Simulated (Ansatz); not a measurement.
Born–Oppenheimer molecular dynamics of a periodic cell of 16 atoms, Si (start crystal Si, start structure diamond, volume 1.15 times the crystal's). It goes on from the last frame of an earlier run, with new velocities.

Theory: DFT LDA, scalar-relativistic, plane waves, PAW (Ansatz 0.2.0). Settings: accuracy low, cutoff 420 eV, k mesh 2x2x2, fermi-dirac smearing 0.17 eV, no spin polarisation.

```json
{"ensemble": "NVT, Langevin thermostat", "time step": "2 fs", "steps asked": "269", "set temperature": "1600 K", "friction": "0.02 /fs", "temperature schedule": "202 steps to 300 K, then 67 steps to 300 K", "seed": "498603"}
```

Frames 20 fs apart, positions in Å.

Velocities at 240.0 fs (Å/ps):

```
Si -5.43 1.75 -9.03
Si -4.35 4.76 -3.90
Si -4.25 6.33 6.80
Si 7.54 15.63 -5.94
Si 0.44 -4.89 3.12
Si -13.46 11.71 8.19
Si -5.09 -2.43 -1.06
Si -2.74 -2.42 -1.98
Si -5.33 -10.44 -2.08
Si -4.70 -2.51 8.30
Si -8.63 -4.09 5.68
Si 5.33 0.35 6.31
Si 0.03 -8.87 -7.49
Si 2.62 1.32 -0.71
Si -3.56 -4.21 11.24
Si -3.88 2.21 -2.43
```

```xyz
16
Lattice="0.0000 5.6890 5.6890 5.6890 0.0000 5.6890 5.6890 5.6890 0.0000" Properties=species:S:1:pos:R:3 time_fs=240.0 energy_less_start_eV=-3.419 T=1294
Si -0.897 -0.352 -0.026
Si 0.767 1.260 1.881
Si 2.045 2.469 0.252
Si 3.463 3.893 1.609
Si 2.457 0.155 3.085
Si 3.790 1.523 4.415
Si 5.148 2.917 2.937
Si 6.584 4.259 4.369
Si -0.913 2.765 3.222
Si 0.732 4.088 4.571
Si 2.230 5.183 3.120
Si 3.406 6.679 4.657
Si 2.082 2.730 5.889
Si 3.593 4.101 7.405
Si 5.167 5.431 5.885
Si 6.443 6.747 7.362
16
Lattice="0.0000 5.6890 5.6890 5.6890 0.0000 5.6890 5.6890 5.6890 0.0000" Properties=species:S:1:pos:R:3 time_fs=260.0 energy_less_start_eV=-3.083 T=985
Si -0.998 -0.257 -0.008
Si 0.655 1.368 1.847
Si 2.042 2.603 0.390
Si 3.638 4.122 1.431
Si 2.328 0.086 3.049
Si 3.546 1.676 4.457
Si 5.069 2.816 2.951
Si 6.535 4.207 4.359
Si -0.989 2.540 3.220
Si 0.583 4.000 4.657
Si 2.089 5.162 3.118
Si 3.528 6.706 4.723
Si 2.064 2.586 5.828
Si 3.658 4.164 7.319
Si 5.027 5.303 6.061
Si 6.422 6.810 7.332
16
Lattice="0.0000 5.6890 5.6890 5.6890 0.0000 5.6890 5.6890 5.6890 0.0000" Properties=species:S:1:pos:R:3 time_fs=280.0 energy_less_start_eV=-4.353 T=1277
Si -0.904 -0.025 0.056
Si 0.493 1.335 1.824
Si 2.137 2.684 0.259
Si 3.613 4.209 1.537
Si 2.064 0.066 3.018
Si 3.436 1.624 4.418
Si 5.000 2.766 2.985
Si 6.486 4.078 4.450
Si -0.971 2.413 3.228
Si 0.405 3.915 4.521
Si 2.049 5.250 3.050
Si 3.521 6.790 4.724
Si 2.003 2.643 6.033
Si 3.476 4.036 7.415
Si 5.031 5.316 6.028
Si 6.391 6.913 7.420
16
Lattice="0.0000 5.6890 5.6890 5.6890 0.0000 5.6890 5.6890 5.6890 0.0000" Properties=species:S:1:pos:R:3 time_fs=300.0 energy_less_start_eV=-3.810 T=710
Si -0.749 0.156 0.124
Si 0.458 1.291 1.726
Si 2.171 2.691 0.186
Si 3.557 4.086 1.706
Si 1.929 -0.007 3.078
Si 3.414 1.487 4.284
Si 4.956 2.790 3.033
Si 6.456 4.043 4.571
Si -1.010 2.487 3.184
Si 0.321 4.003 4.434
Si 2.030 5.362 3.137
Si 3.434 6.716 4.679
Si 1.931 2.702 6.096
Si 3.255 3.902 7.566
Si 5.035 5.357 5.956
Si 6.459 6.811 7.535
16
Lattice="0.0000 5.6890 5.6890 5.6890 0.0000 5.6890 5.6890 5.6890 0.0000" Properties=species:S:1:pos:R:3 time_fs=320.0 energy_less_start_eV=-3.640 T=858
Si -0.708 0.098 0.073
Si 0.512 1.332 1.673
Si 2.176 2.724 0.282
Si 3.453 4.117 1.735
Si 1.865 -0.310 3.182
Si 3.469 1.385 4.307
Si 5.007 2.702 3.132
Si 6.412 4.119 4.660
Si -1.084 2.585 3.114
Si 0.421 4.130 4.482
Si 2.063 5.330 3.238
Si 3.470 6.580 4.597
Si 1.933 2.650 5.972
Si 3.173 3.929 7.699
Si 4.987 5.343 6.049
Si 6.440 6.727 7.492
16
Lattice="0.0000 5.6890 5.6890 5.6890 0.0000 5.6890 5.6890 5.6890 0.0000" Properties=species:S:1:pos:R:3 time_fs=340.0 energy_less_start_eV=-4.198 T=822
Si -0.774 -0.105 0.150
Si 0.625 1.315 1.688
Si 2.154 2.595 0.397
Si 3.550 4.175 1.713
Si 1.887 -0.371 3.160
Si 3.445 1.297 4.503
Si 5.152 2.615 3.210
Si 6.368 4.083 4.771
Si -1.015 2.613 3.155
Si 0.434 4.175 4.471
Si 2.070 5.279 3.219
Si 3.553 6.698 4.502
Si 1.897 2.623 5.841
Si 3.159 3.967 7.589
Si 4.814 5.298 6.167
Si 6.422 6.710 7.362
16
Lattice="0.0000 5.6890 5.6890 5.6890 0.0000 5.6890 5.6890 5.6890 0.0000" Properties=species:S:1:pos:R:3 time_fs=360.0 energy_less_start_eV=-4.431 T=586
Si -0.854 -0.177 0.352
Si 0.622 1.168 1.751
Si 2.135 2.554 0.421
Si 3.728 4.056 1.772
Si 1.851 -0.229 3.175
Si 3.438 1.153 4.590
Si 5.164 2.535 3.183
Si 6.356 3.960 4.834
Si -0.875 2.592 3.123
Si 0.398 4.039 4.477
Si 2.082 5.319 3.087
Si 3.544 6.854 4.470
Si 1.837 2.568 5.804
Si 3.261 3.886 7.387
Si 4.690 5.248 6.245
Si 6.393 6.727 7.305
16
Lattice="0.0000 5.6890 5.6890 5.6890 0.0000 5.6890 5.6890 5.6890 0.0000" Properties=species:S:1:pos:R:3 time_fs=380.0 energy_less_start_eV=-4.434 T=442
Si -0.873 -0.216 0.469
Si 0.553 1.164 1.801
Si 2.180 2.599 0.404
Si 3.776 3.808 1.813
Si 1.909 -0.256 3.206
Si 3.385 1.109 4.616
Si 5.097 2.529 3.161
Si 6.315 3.917 4.806
Si -0.745 2.550 3.053
Si 0.452 4.045 4.533
Si 2.141 5.402 3.019
Si 3.465 6.815 4.545
Si 1.911 2.523 5.794
Si 3.239 3.898 7.280
Si 4.768 5.348 6.140
Si 6.354 6.682 7.338
16
Lattice="0.0000 5.6890 5.6890 5.6890 0.0000 5.6890 5.6890 5.6890 0.0000" Properties=species:S:1:pos:R:3 time_fs=400.0 energy_less_start_eV=-4.962 T=469
Si -0.849 -0.247 0.416
Si 0.541 1.151 1.777
Si 2.140 2.564 0.406
Si 3.669 3.759 1.798
Si 1.980 -0.354 3.246
Si 3.451 1.133 4.582
Si 5.105 2.400 3.295
Si 6.320 3.976 4.643
Si -0.784 2.581 3.119
Si 0.555 4.131 4.565
Si 2.202 5.439 3.076
Si 3.452 6.833 4.590
Si 1.938 2.464 5.869
Si 3.280 3.938 7.338
Si 4.822 5.415 5.923
Si 6.289 6.712 7.367
16
Lattice="0.0000 5.6890 5.6890 5.6890 0.0000 5.6890 5.6890 5.6890 0.0000" Properties=species:S:1:pos:R:3 time_fs=420.0 energy_less_start_eV=-5.015 T=318
Si -0.821 -0.258 0.397
Si 0.614 1.088 1.815
Si 2.059 2.490 0.395
Si 3.571 3.849 1.781
Si 2.016 -0.329 3.196
Si 3.506 1.129 4.538
Si 5.047 2.307 3.332
Si 6.361 3.959 4.595
Si -0.863 2.704 3.170
Si 0.636 4.124 4.566
Si 2.168 5.467 3.125
Si 3.479 6.881 4.539
Si 1.942 2.497 5.993
Si 3.386 3.975 7.426
Si 4.881 5.377 5.833
Si 6.283 6.771 7.354
16
Lattice="0.0000 5.6890 5.6890 5.6890 0.0000 5.6890 5.6890 5.6890 0.0000" Properties=species:S:1:pos:R:3 time_fs=440.0 energy_less_start_eV=-5.155 T=365
Si -0.793 -0.331 0.380
Si 0.668 1.140 1.831
Si 2.021 2.446 0.376
Si 3.511 4.003 1.818
Si 2.070 -0.252 3.116
Si 3.461 1.068 4.590
Si 5.022 2.378 3.267
Si 6.419 3.910 4.616
Si -0.876 2.736 3.199
Si 0.700 4.085 4.571
Si 2.098 5.505 3.142
Si 3.475 6.888 4.533
Si 2.037 2.597 6.058
Si 3.481 4.080 7.454
Si 4.876 5.373 5.949
Si 6.293 6.779 7.391
16
Lattice="0.0000 5.6890 5.6890 5.6890 0.0000 5.6890 5.6890 5.6890 0.0000" Properties=species:S:1:pos:R:3 time_fs=460.0 energy_less_start_eV=-5.114 T=331
Si -0.765 -0.379 0.360
Si 0.609 1.189 1.828
Si 2.046 2.527 0.402
Si 3.505 4.030 1.865
Si 2.122 -0.240 3.112
Si 3.446 1.028 4.720
Si 4.933 2.516 3.224
Si 6.372 3.956 4.653
Si -0.797 2.689 3.210
Si 0.665 4.012 4.620
Si 2.001 5.487 3.128
Si 3.451 6.884 4.566
Si 2.132 2.668 6.047
Si 3.497 4.157 7.388
Si 4.809 5.458 6.009
Si 6.319 6.767 7.478
```

Of the whole run (538 fs, mean temperature of the second half 531 K): The schedule's set-point averaged 409 K over the second half and the system 531 K, so it lags behind the ramp. A run of 0.54 ps of so small a system gives no equilibrium averages. Limits of this set-up: coarse k mesh, low accuracy level.

Run time: 12 min on 1 thread of Intel(R) Xeon(R) 6975P-C (Granite Rapids), with other jobs on the host, peak memory 0.66 GiB.
